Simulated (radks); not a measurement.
**Cd⁴⁵⁺ in 1s1.5 2s1 3d0.5: an all-electron calculation**

Wanted: eigenvalues, radial structure and energy terms of the cadmium ion Cd45+.

The numbers are computed with radks (a radial shooting solver on a logarithmic mesh, Libxc functionals) version 1 (Dirac Kohn-Sham, PBE, spin-unpolarised, spherical densities, finite nucleus; open shells fill j = l - 1/2 first), except any that are marked as measured or tabulated.

## (1) The atom as given

```
element            : cadmium (Z = 48)
charge             : +45
electrons          : 3
configuration      : 1s1.5 2s1 3d0.5
nuclear rms radius : 4.6087 fm
```

## (2) The calculation

Settings of this run:

```text
Z 48
configuration 1s1.5 2s1 3d0.5 2p0 3s0
relativity Dirac
functional pbe,pbe
spin unpolarised
j_filling energy
nucleus finite rms 4.6087 fm
c 137.035999084
```

The run is started by

```sh
> python run_ks.py task.json out
```

This one command runs every case of the session in turn.

What does the calculation give?

**Answer**, as computed:

```
                        quantity                    value
                    total energy      -2113.98014 hartree
exchange-correlation share of it                   1.27 %
                            −T/E                   1.0681
          highest occupied level        3d3/2, -3173.9 eV
    most extended occupied level  3d3/2, <r> = 0.225 bohr
 radius at density 0.001 e/bohr³               0.622 bohr
    maxima of the radial density                        2
```

The radial density shows 2 maxima for 3 occupied principal shells; where shells overlap, one shows as a shoulder or not at all. Relativity lifts −T/E to 1.068. This is not the tabulated ground configuration, so its levels and sizes aren't those of the ground state, and no measured value stands beside it.
